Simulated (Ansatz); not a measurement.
# C3H8OSi: two geometries relaxed

Are the two ends of the shift of H7 from C1 to O4 separate minima, and which lies lower? Each is relaxed from a guess. SMILES of the start: CCC(=O)[SiH3].

Program: Ansatz 0.2.0. Level of theory: RKS PBE-D4/def2-SVP. These are calculated values, not measurements.

**1. The structure to begin with**

Bond lengths: C1–C2 1.456 Å, C2–C3 1.508 Å, C3–O4 1.196 Å, C3–Si5 1.914 Å, C1–H6 1.147 Å, C1–H7 1.110 Å, C1–H8 1.086 Å, C2–H9 1.117 Å, C2–H10 1.112 Å, Si5–H11 1.486 Å, Si5–H12 1.529 Å, Si5–H13 1.441 Å. Angles (14 of 21 angles, heavy atoms first): C1–C2–C3 110.4°, C2–C3–O4 128.3°, C2–C3–Si5 116.8°, O4–C3–Si5 114.5°, C1–C2–H9 110.4°, C1–C2–H10 109.3°, C3–C2–H9 110.5°, C3–C2–H10 110.6°, C2–C1–H6 112.7°, C2–C1–H7 114.3°, C2–C1–H8 114.2°, C3–Si5–H11 111.9°, C3–Si5–H12 109.8°, C3–Si5–H13 111.6°.

Coordinates:

```xyz
13

C    -1.1058    1.6186   -0.3548
C    -0.3146    0.6447    0.3841
C     0.1171   -0.4781   -0.5247
O    -0.0360   -0.5765   -1.7065
Si    1.2150   -1.8416    0.2495
H    -1.4731    2.4820    0.3042
H    -0.5622    2.1134   -1.1868
H    -2.0109    1.2126   -0.7962
H    -0.8971    0.2452    1.2493
H     0.5706    1.1508    0.8270
H     0.5544   -3.1725    0.2127
H     1.4497   -1.5398    1.7299
H     2.5133   -1.8937   -0.3729
```

**2. End point A**

The input, input.yaml:

```yaml
crystal:
  periodic: [false, false, false]
  atoms:
    - { symbol: C, position_ang: [-1.1058, 1.6186, -0.3548] }
    - { symbol: C, position_ang: [-0.3146, 0.6447, 0.3841] }
    - { symbol: C, position_ang: [0.1171, -0.4781, -0.5247] }
    - { symbol: O, position_ang: [-0.036, -0.5765, -1.7065] }
    - { symbol: Si, position_ang: [1.215, -1.8416, 0.2495] }
    - { symbol: H, position_ang: [-1.4731, 2.482, 0.3042] }
    - { symbol: H, position_ang: [-0.5622, 2.1134, -1.1868] }
    - { symbol: H, position_ang: [-2.0109, 1.2126, -0.7962] }
    - { symbol: H, position_ang: [-0.8971, 0.2452, 1.2493] }
    - { symbol: H, position_ang: [0.5706, 1.1508, 0.827] }
    - { symbol: H, position_ang: [0.5544, -3.1725, 0.2127] }
    - { symbol: H, position_ang: [1.4497, -1.5398, 1.7299] }
    - { symbol: H, position_ang: [2.5133, -1.8937, -0.3729] }
basis:
  gaussian: { orbitals: def2-SVP }
hamiltonian:
  xc: pbe
  dispersion: d4
relax:
  f_tol: 0.02
  max_steps: 50
```

Launch:

```sh
$ ansatz run input.yaml --threads 2 --pin off --max-ram 3072MiB --backend cpu --events-out ev --progress --plain --runs-dir out
```

Output, cut to the lines that bear on the results:

```text
Warning: RAYON_NUM_THREADS=2 ignored (pool sized by the plan → 2); use --threads N
[...]
Functional definition: PBE
[...]
1277 factors; their error is unknown
[...]
mean field -13148.10121094 eV, -483.1838073988 hartree, gradient 3.1e-5 eV, S^2 0.000000; 0 other end points of the search recorded, 0 dependent functions left out
[...]
reference -13148.10124808 eV, -483.1838087637 hartree; 24, 24 occupied and 90, 90 virtual orbitals, 1277 factors
relax step   1: F+E_penalty+E_count = -13148.35767328 eV  Δ(F+E_penalty+E_count) = +0.000e0 eV  max|allowed force component| = 3.225e0 eV/Å  Δτ_max = 0.0000 Å  (29 SCF iters, accepted)
[...]
relax step   5: F+E_penalty+E_count = -13148.72119542 eV  Δ(F+E_penalty+E_count) = -1.464e-3 eV  max|allowed force component| = 7.724e-2 eV/Å  Δτ_max = 0.0079 Å  (32 SCF iters, accepted)
[...]
relax step   6: F+E_penalty+E_count = -13148.72166047 eV  Δ(F+E_penalty+E_count) = -4.650e-4 eV  max|allowed force component| = 1.715e-2 eV/Å  Δτ_max = 0.0174 Å  (30 SCF iters, accepted)
1277 factors; their error is unknown
[...]
mean field -13148.47021947 eV, -483.1973682122 hartree, gradient 2.8e-5 eV, S^2 0.000000; 1 other end points of the search recorded, 0 dependent functions left out
[...]
reference -13148.47025736 eV, -483.1973696047 hartree; 24, 24 occupied and 90, 90 virtual orbitals, 1277 factors
Total energy: -13148.72169837 eV, -483.2066098913 hartree
Atom 0 at    -1.169370     1.702343    -0.389964 Å, force    -0.003558     0.000604    -0.006632 eV/Å
Atom 1 at    -0.327841     0.688866     0.375789 Å, force    -0.003316    -0.000884    -0.016444 eV/Å
Atom 2 at     0.175670    -0.467908    -0.470516 Å, force    -0.007130     0.008022    -0.006052 eV/Å
Atom 3 at    -0.072260    -0.567797    -1.664268 Å, force     0.006354    -0.004880     0.015088 eV/Å
Atom 4 at     1.263615    -1.884099     0.334222 Å, force     0.006279    -0.007704     0.009631 eV/Å
Atom 5 at    -1.510995     2.521660     0.272202 Å, force     0.000627    -0.000283    -0.002889 eV/Å
Atom 6 at    -0.591723     2.145257    -1.225065 Å, force    -0.001244     0.001474     0.000523 eV/Å
Atom 7 at    -2.060652     1.219081    -0.836454 Å, force    -0.001007     0.001768     0.000064 eV/Å
Atom 8 at    -0.881874     0.244150     1.235593 Å, force     0.002749    -0.003003     0.009973 eV/Å
Atom 9 at     0.567122     1.156652     0.849229 Å, force     0.007207    -0.002950     0.011315 eV/Å
Atom 10 at     0.523171    -3.179497     0.152674 Å, force     0.002159     0.007398     0.000104 eV/Å
Atom 11 at     1.543401    -1.669887     1.801074 Å, force    -0.002978    -0.002756    -0.017153 eV/Å
Atom 12 at     2.562135    -1.943719    -0.419715 Å, force    -0.006143     0.003194     0.002472 eV/Å
Dipole moment:    -0.004341     0.178527     0.409661 e Å
```

Run time: 13 s. Hardware: 2 threads of Intel Xeon Platinum 8488C (Sapphire Rapids), shared host; peak memory 0.17 GiB.

Relaxation path:

| step | energy from step 1 (eV) | largest force component (eV/Å) |
| --- | --- | --- |
| 1 | 0.0000 | 3.2249 |
| 2 | -0.3244 | 1.0373 |
| 3 | -0.3472 | 0.6435 |
| 4 | -0.3621 | 0.2789 |
| 5 | -0.3635 | 0.0772 |
| 6 | -0.3640 | 0.0172 |

Step 1 is the start.

After: Bond lengths: C1–C2 1.524 Å, C2–C3 1.519 Å, C3–O4 1.223 Å, C3–Si5 1.959 Å, C1–H6 1.107 Å, C1–H7 1.108 Å, C1–H8 1.108 Å, C2–H9 1.115 Å, C2–H10 1.115 Å, Si5–H11 1.503 Å, Si5–H12 1.509 Å, Si5–H13 1.503 Å. Angles (14 of 21 angles, heavy atoms first): C1–C2–C3 114.2°, C2–C3–O4 122.6°, C2–C3–Si5 120.4°, O4–C3–Si5 117.0°, C1–C2–H9 112.2°, C1–C2–H10 112.2°, C3–C2–H9 106.9°, C3–C2–H10 106.9°, C2–C1–H6 111.2°, C2–C1–H7 110.9°, C2–C1–H8 110.9°, C3–Si5–H11 107.4°, C3–Si5–H12 113.6°, C3–Si5–H13 107.6°.

**3. Relaxing end B**

The second end starts from a geometry with the move made by hand.

input.yaml, as its differences from that of step 2:

```diff
@@ -9,3 +9,3 @@
     - { symbol: H, position_ang: [-1.4731, 2.482, 0.3042] }
-    - { symbol: H, position_ang: [-0.5622, 2.1134, -1.1868] }
+    - { symbol: H, position_ang: [-0.25496, -0.18278, -2.58806] }
     - { symbol: H, position_ang: [-2.0109, 1.2126, -0.7962] }
@@ -24 +24,3 @@
   max_steps: 50
+output:
+  orbitals: {}
```

Launch:

```sh
$ ansatz run input.yaml --threads 2 --pin off --max-ram 3072MiB --backend cpu --events-out ev --progress --plain --runs-dir out
```

Output, cut to the lines that bear on the results:

```text
Warning: RAYON_NUM_THREADS=2 ignored (pool sized by the plan → 2); use --threads N
[...]
[... 1 set-up line as earlier in the session ...]
[...]
1277 factors; their error is unknown
[...]
mean field -13143.24650219 eV, -483.0054001429 hartree, gradient 5.1e-5 eV, S^2 0.000000; 1 other end points of the search recorded, 0 dependent functions left out
[...]
reference -13143.24654174 eV, -483.0054015966 hartree; 24, 24 occupied and 90, 90 virtual orbitals, 1277 factors
relax step   1: F+E_penalty+E_count = -13143.50848438 eV  Δ(F+E_penalty+E_count) = +0.000e0 eV  max|allowed force component| = 9.845e0 eV/Å  Δτ_max = 0.0000 Å  (72 SCF iters, accepted)
[...]
relax step   4: F+E_penalty+E_count = -13145.48436665 eV  Δ(F+E_penalty+E_count) = -3.675e-1 eV  max|allowed force component| = 6.534e-1 eV/Å  Δτ_max = 0.2000 Å  (75 SCF iters, accepted)
[...]
relax step   7: F+E_penalty+E_count = -13145.69121836 eV  Δ(F+E_penalty+E_count) = -4.004e-2 eV  max|allowed force component| = 1.017e0 eV/Å  Δτ_max = 0.1612 Å  (31 SCF iters, accepted)
[...]
relax step  10: F+E_penalty+E_count = -13147.24998524 eV  Δ(F+E_penalty+E_count) = -1.140e0 eV  max|allowed force component| = 2.908e0 eV/Å  Δτ_max = 0.1999 Å  (37 SCF iters, accepted)
[...]
relax step  13: F+E_penalty+E_count = -13148.53791786 eV  Δ(F+E_penalty+E_count) = -4.763e-2 eV  max|allowed force component| = 1.015e0 eV/Å  Δτ_max = 0.2000 Å  (30 SCF iters, accepted)
[...]
relax step  14: F+E_penalty+E_count = -13148.57056448 eV  Δ(F+E_penalty+E_count) = -3.265e-2 eV  max|allowed force component| = 1.648e0 eV/Å  Δτ_max = 0.0988 Å  (30 SCF iters, accepted)
[...]
relax step  15: F+E_penalty+E_count = -13148.64931445 eV  Δ(F+E_penalty+E_count) = -7.875e-2 eV  max|allowed force component| = 3.609e-1 eV/Å  Δτ_max = 0.2000 Å  (30 SCF iters, accepted)
[...]
1277 factors; their error is unknown
mean field -13148.43118596 eV, -483.1959337572 hartree, gradient 2.6e-5 eV, S^2 0.000000; 0 other end points of the search recorded, 0 dependent functions left out
```

**4. The output, continued: end point B relaxed**

The log, continued:

```text
the calculation of the forces begins
reference -13148.43122343 eV, -483.1959351342 hartree; 24, 24 occupied and 90, 90 virtual orbitals, 1277 factors
relax step  16: F+E_penalty+E_count = -13148.68304294 eV  Δ(F+E_penalty+E_count) = -3.373e-2 eV  max|allowed force component| = 2.709e-1 eV/Å  Δτ_max = 0.2000 Å  (36 SCF iters, accepted)
these checks for a lower state are left out or cut short: starts, cluster_reference, orbital_swaps, neighbouring_geometries, increment
1277 factors; their error is unknown
mean field -13148.41175283 eV, -483.1952196029 hartree, gradient 1.3e-5 eV, S^2 0.000000; 0 other end points of the search recorded, 0 dependent functions left out
the calculation of the forces begins
reference -13148.41179006 eV, -483.1952209712 hartree; 24, 24 occupied and 90, 90 virtual orbitals, 1277 factors
relax step  17: F+E_penalty+E_count = -13148.66353868 eV  Δ(F+E_penalty+E_count) = +1.950e-2 eV  max|allowed force component| = 7.470e-1 eV/Å  Δτ_max = 0.1974 Å  (28 SCF iters, rejected (line search))
these checks for a lower state are left out or cut short: starts, cluster_reference, orbital_swaps, neighbouring_geometries, increment
1277 factors; their error is unknown
mean field evaluation 192: about -13148.4511 eV, gradient 2.1e-5 eV
mean field -13148.45106776 eV, -483.1966643998 hartree, gradient 2.1e-5 eV, S^2 0.000000; 0 other end points of the search recorded, 0 dependent functions left out
the calculation of the forces begins
reference -13148.45110528 eV, -483.1966657788 hartree; 24, 24 occupied and 90, 90 virtual orbitals, 1277 factors
relax step  18: F+E_penalty+E_count = -13148.70264572 eV  Δ(F+E_penalty+E_count) = -1.960e-2 eV  max|allowed force component| = 1.494e-1 eV/Å  Δτ_max = 0.0982 Å  (30 SCF iters, accepted)
these checks for a lower state are left out or cut short: starts, cluster_reference, orbital_swaps, neighbouring_geometries, increment
1277 factors; their error is unknown
mean field -13148.46301399 eV, -483.1971034158 hartree, gradient 1.5e-5 eV, S^2 0.000000; 0 other end points of the search recorded, 0 dependent functions left out
the calculation of the forces begins
reference -13148.46305149 eV, -483.1971047937 hartree; 24, 24 occupied and 90, 90 virtual orbitals, 1277 factors
relax step  19: F+E_penalty+E_count = -13148.71451200 eV  Δ(F+E_penalty+E_count) = -1.187e-2 eV  max|allowed force component| = 5.533e-2 eV/Å  Δτ_max = 0.1000 Å  (30 SCF iters, accepted)
these checks for a lower state are left out or cut short: starts, cluster_reference, orbital_swaps, neighbouring_geometries, increment
1277 factors; their error is unknown
mean field -13148.46836341 eV, -483.1973000035 hartree, gradient 1.2e-5 eV, S^2 0.000000; 0 other end points of the search recorded, 0 dependent functions left out
the calculation of the forces begins
reference -13148.46840099 eV, -483.1973013845 hartree; 24, 24 occupied and 90, 90 virtual orbitals, 1277 factors
relax step  20: F+E_penalty+E_count = -13148.71981472 eV  Δ(F+E_penalty+E_count) = -5.303e-3 eV  max|allowed force component| = 5.196e-2 eV/Å  Δτ_max = 0.0970 Å  (30 SCF iters, accepted)
these checks for a lower state are left out or cut short: starts, cluster_reference, orbital_swaps, neighbouring_geometries, increment
1277 factors; their error is unknown
mean field -13148.46904625 eV, -483.1973250972 hartree, gradient 1.8e-5 eV, S^2 0.000000; 0 other end points of the search recorded, 0 dependent functions left out
the calculation of the forces begins
reference -13148.46908401 eV, -483.1973264851 hartree; 24, 24 occupied and 90, 90 virtual orbitals, 1277 factors
relax step  21: F+E_penalty+E_count = -13148.72032232 eV  Δ(F+E_penalty+E_count) = -5.076e-4 eV  max|allowed force component| = 1.059e-1 eV/Å  Δτ_max = 0.0797 Å  (30 SCF iters, accepted)
these checks for a lower state are left out or cut short: starts, cluster_reference, orbital_swaps, neighbouring_geometries, increment
1277 factors; their error is unknown
mean field -13148.46977225 eV, -483.1973517772 hartree, gradient 2.2e-5 eV, S^2 0.000000; 0 other end points of the search recorded, 0 dependent functions left out
the calculation of the forces begins
reference -13148.46980994 eV, -483.1973531624 hartree; 24, 24 occupied and 90, 90 virtual orbitals, 1277 factors
relax step  22: F+E_penalty+E_count = -13148.72117175 eV  Δ(F+E_penalty+E_count) = -8.494e-4 eV  max|allowed force component| = 3.568e-2 eV/Å  Δτ_max = 0.0166 Å  (30 SCF iters, accepted)
these checks for a lower state are left out or cut short: starts, cluster_reference, orbital_swaps, neighbouring_geometries, increment
1277 factors; their error is unknown
mean field evaluation 224: about -13148.4700 eV, gradient 1.3e-4 eV
mean field -13148.47001824 eV, -483.1973608174 hartree, gradient 2.2e-5 eV, S^2 0.000000; 0 other end points of the search recorded, 0 dependent functions left out
the calculation of the forces begins
reference -13148.47005594 eV, -483.1973622027 hartree; 24, 24 occupied and 90, 90 virtual orbitals, 1277 factors
relax step  23: F+E_penalty+E_count = -13148.72142862 eV  Δ(F+E_penalty+E_count) = -2.569e-4 eV  max|allowed force component| = 2.841e-2 eV/Å  Δτ_max = 0.0172 Å  (30 SCF iters, accepted)
these checks for a lower state are left out or cut short: starts, cluster_reference, orbital_swaps, neighbouring_geometries, increment
1277 factors; their error is unknown
mean field -13148.47012656 eV, -483.1973647981 hartree, gradient 2.3e-5 eV, S^2 0.000000; 0 other end points of the search recorded, 0 dependent functions left out
the calculation of the forces begins
reference -13148.47016427 eV, -483.1973661837 hartree; 24, 24 occupied and 90, 90 virtual orbitals, 1277 factors
relax step  24: F+E_penalty+E_count = -13148.72156908 eV  Δ(F+E_penalty+E_count) = -1.405e-4 eV  max|allowed force component| = 1.968e-2 eV/Å  Δτ_max = 0.0276 Å  (31 SCF iters, accepted)
these checks for a lower state are left out or cut short: starts, cluster_reference, orbital_swaps, neighbouring_geometries, increment
1277 factors; their error is unknown
mean field -13148.47019710 eV, -483.1973673903 hartree, gradient 2.3e-5 eV, S^2 0.000000; 0 other end points of the search recorded, 0 dependent functions left out
the calculation of the forces begins
reference -13148.47023481 eV, -483.1973687759 hartree; 24, 24 occupied and 90, 90 virtual orbitals, 1277 factors
relax step  25: F+E_penalty+E_count = -13148.72164383 eV  Δ(F+E_penalty+E_count) = -7.475e-5 eV  max|allowed force component| = 1.066e-2 eV/Å  Δτ_max = 0.0201 Å  (31 SCF iters, accepted)
1277 factors; their error is unknown
mean field evaluation 256: about -13148.4702 eV, gradient 1.6e-2 eV
mean field -13148.47019710 eV, -483.1973673903 hartree, gradient 2.6e-5 eV, S^2 0.000000; 1 other end points of the search recorded, 0 dependent functions left out
the calculation of the forces begins
reference -13148.47023481 eV, -483.1973687759 hartree; 24, 24 occupied and 90, 90 virtual orbitals, 1277 factors
Total energy: -13148.72168153 eV, -483.2066092727 hartree
Atom 0 at    -1.191336     1.449326    -0.653226 Å, force    -0.000464    -0.001238    -0.002594 eV/Å
Atom 1 at    -0.312212     0.542208     0.199025 Å, force     0.003421    -0.002543     0.002807 eV/Å
Atom 2 at     0.180319    -0.701371    -0.521095 Å, force    -0.006863     0.006798     0.010659 eV/Å
Atom 3 at    -0.116021    -0.951252    -1.681128 Å, force     0.006244    -0.005504    -0.006117 eV/Å
Atom 4 at     1.341385    -1.984790     0.396428 Å, force     0.002069    -0.002414    -0.001534 eV/Å
Atom 5 at    -1.528858     2.334476    -0.079803 Å, force    -0.001310     0.001283    -0.000176 eV/Å
Atom 6 at    -0.644292     1.801978    -1.549748 Å, force    -0.000224    -0.000840     0.000988 eV/Å
Atom 7 at    -2.085673     0.905375    -1.015875 Å, force    -0.000369     0.001716     0.001362 eV/Å
Atom 8 at    -0.833324     0.195171     1.122574 Å, force     0.001097    -0.000675    -0.002447 eV/Å
Atom 9 at     0.589786     1.070928     0.588271 Å, force    -0.000724    -0.000350    -0.001131 eV/Å
Atom 10 at     0.670278    -3.327880     0.336761 Å, force     0.002654     0.006704    -0.001034 eV/Å
Atom 11 at     1.619945    -1.625120     1.833886 Å, force     0.000913    -0.001405    -0.003173 eV/Å
Atom 12 at     2.637644    -2.040130    -0.362530 Å, force    -0.006446    -0.001532     0.002390 eV/Å
Dipole moment:     0.008161     0.226279     0.385159 e Å
```

Run time: 49 s. Hardware: 2 threads of Intel Xeon Platinum 8488C (Sapphire Rapids), shared host; peak memory 0.25 GiB.

Relaxation path:

| step | energy from step 1 (eV) | largest force component (eV/Å) |
| --- | --- | --- |
| 1 | 0.0000 | 9.8448 |
| 2 | -1.1194 | 4.0149 |
| 3 | -1.6084 | 1.8408 |
| 4 | -1.9759 | 0.6534 |
| 5 | -2.0769 | 0.9120 |
| 6 | -2.1427 | 0.6738 |
| 7 | -2.1827 | 1.0174 |
| 8 | -2.2485 | 1.2596 |
| 9 | -2.6012 | 2.6690 |
| 10 | -3.7415 | 2.9080 |
| 11 | -4.5875 | 2.1630 |
| 12 | -4.9818 | 0.6690 |
| 13 | -5.0294 | 1.0147 |
| 14 | -5.0621 | 1.6483 |
| 15 | -5.1408 | 0.3609 |
| 16 | -5.1746 | 0.2709 |
| 17x | -5.1551 | 0.7470 |
| 18 | -5.1942 | 0.1494 |
| 19 | -5.2060 | 0.0553 |
| 20 | -5.2113 | 0.0520 |
| 21 | -5.2118 | 0.1059 |
| 22 | -5.2127 | 0.0357 |
| 23 | -5.2129 | 0.0284 |
| 24 | -5.2131 | 0.0197 |
| 25 | -5.2132 | 0.0107 |

Step 1 is the start. 1 step was tried and not accepted (marked x).

After: Bond lengths: C1–C2 1.524 Å, C2–C3 1.519 Å, C3–O4 1.223 Å, C3–Si5 1.959 Å, C1–H6 1.107 Å, C1–H7 1.108 Å, C1–H8 1.108 Å, C2–H9 1.116 Å, C2–H10 1.116 Å, Si5–H11 1.503 Å, Si5–H12 1.508 Å, Si5–H13 1.503 Å. Angles (14 of 21 angles, heavy atoms first): C1–C2–C3 114.2°, C2–C3–O4 122.6°, C2–C3–Si5 120.4°, O4–C3–Si5 117.0°, C1–C2–H9 112.2°, C1–C2–H10 112.3°, C3–C2–H9 106.8°, C3–C2–H10 106.9°, C2–C1–H6 111.2°, C2–C1–H7 110.9°, C2–C1–H8 110.9°, C3–Si5–H11 107.6°, C3–Si5–H12 113.6°, C3–Si5–H13 107.4°.

Pairs that crossed the distance rule for bonds on the way: came closer C1–H7; moved apart O4–H7.

**5. Results**

| quantity | value |
| --- | --- |
| end A | 5 moves, 0.364 eV lower |
| end B | 23 moves, 5.213 eV lower |
| largest difference between the ends | 0.06 Å |
| end B relative to end A | +0.000 eV |

What this shows: The two relaxations end at one structure, within 0.06 Å: no second minimum was found from this start, which doesn't rule one out.
